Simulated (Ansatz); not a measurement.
**Rh: stress in a strained cell**

Rh is deformed so: zz strain of +2 %. What stress and forces result, by LAPW, PAW and all-electron datasets made for the crystal?

Computed with Ansatz 0.2.0 (DFT PBEsol, scalar-relativistic, unless a step's input says otherwise).

2 further runs of the same task are left out: 2 set aside as unsound or not needed.

**1. The system as given**

Symmetry: Fm-3m, No. 225, cubic system. The conventional cell has a = 3.803 Å, b = 3.803 Å, c = 3.803 Å, α = 90.00°, β = 90.00°, γ = 90.00°. Around Rh (site symmetry m-3m) lie 12 Rh at 2.69 Å.

Coordinates:

```cif
data_structure
_symmetry_space_group_name_H-M 'Fm-3m'
_symmetry_Int_Tables_number 225
_cell_length_a 3.8031
_cell_length_b 3.8031
_cell_length_c 3.8031
_cell_angle_alpha 90.000
_cell_angle_beta 90.000
_cell_angle_gamma 90.000
_cell_volume 55.01
loop_
_atom_site_label
_atom_site_type_symbol
_atom_site_symmetry_multiplicity
_atom_site_Wyckoff_symbol
_atom_site_fract_x
_atom_site_fract_y
_atom_site_fract_z
_atom_site_occupancy
Rh1 Rh 4 a 0.00000 0.00000 0.00000 1
```

The file gives the conventional cell by its symmetry; the runs use the cell typed in the input.

**2. The deformed structure**

Space group Fm-3m before, I4/mmm after.

**3. All-electron LAPW**

input.yaml

```yaml
crystal:
  lattice:
    - [0.0, 1.90155, 1.939581]
    - [1.90155, 0.0, 1.939581]
    - [1.90155, 1.90155, 0.0]
  atoms:
    - { symbol: Rh, position: [0.0, 0.0, 0.0] }
kpoints:
  mp_grid: { grid: [16, 16, 16] }
  band_path:
    path:
      - [0.0, 0.0, 0.0]
      - [0.0, 0.5, 0.5]
      - [0.25, 0.75, 0.5]
      - [0.0, 0.5, 0.0]
      - [0.0, 0.0, 0.0]
      - [0.5, 0.5, 0.0]
      - [0.3701460977, 0.6298539023, 0.0]
      - [-0.3701460977, 0.3701460977, 0.0]
      - [0.0, 0.0, 0.0]
    npoints: 5
scf:
  occupations: { method: fermi_dirac, width: 0.08 }
hamiltonian:
  xc: pbesol
  pseudopotentials: { kind: all_electron, lapw: { basis_error: 0.001 } }
output:
  forces: true
  stress: true
  eigenvalues: true
```

Run with:

```bash
ansatz run input.yaml --threads 1 --pin off --max-ram 3072MiB --backend cpu --events-out ev --progress --plain --runs-dir out
```

**4. PAW on the default files**

input.yaml

```yaml
crystal:
  lattice:
    - [0.0, 1.90155, 1.939581]
    - [1.90155, 0.0, 1.939581]
    - [1.90155, 1.90155, 0.0]
  atoms:
    - { symbol: Rh, position: [0.0, 0.0, 0.0] }
kpoints:
  mp_grid: { grid: [16, 16, 16] }
scf:
  occupations: { method: fermi_dirac, width: 0.08 }
hamiltonian:
  xc: pbesol
  pseudopotentials: { kind: paw }
output:
  forces: true
  stress: true
  eigenvalues: true
  efg: { contact_densities: true }
```

**5. Datasets made for this crystal**

input.yaml: that of step 4 with these lines changed.

```diff
@@ -13,3 +13,3 @@
   xc: pbesol
-  pseudopotentials: { kind: paw }
+  pseudopotentials: { kind: all_electron, datasets: crystal }
 output:
```

(Steps that only read results are left out.)

What does the calculation give? Wanted: pressure; largest shear or deviatoric stress.

**Answer**, as computed:

| quantity | value |
| --- | --- |
| pressure | LAPW -9.88, PAW -9.87, crystal datasets -9.88 GPa |
| largest shear or deviatoric stress (LAPW) | 3.07 GPa |

**Reading.** Against the undeformed cell the largest change of stress is -8.06 GPa, in the zz component. PAW: stress within 0.01 GPa of LAPW. Crystal datasets: stress within 0.01 GPa of LAPW.
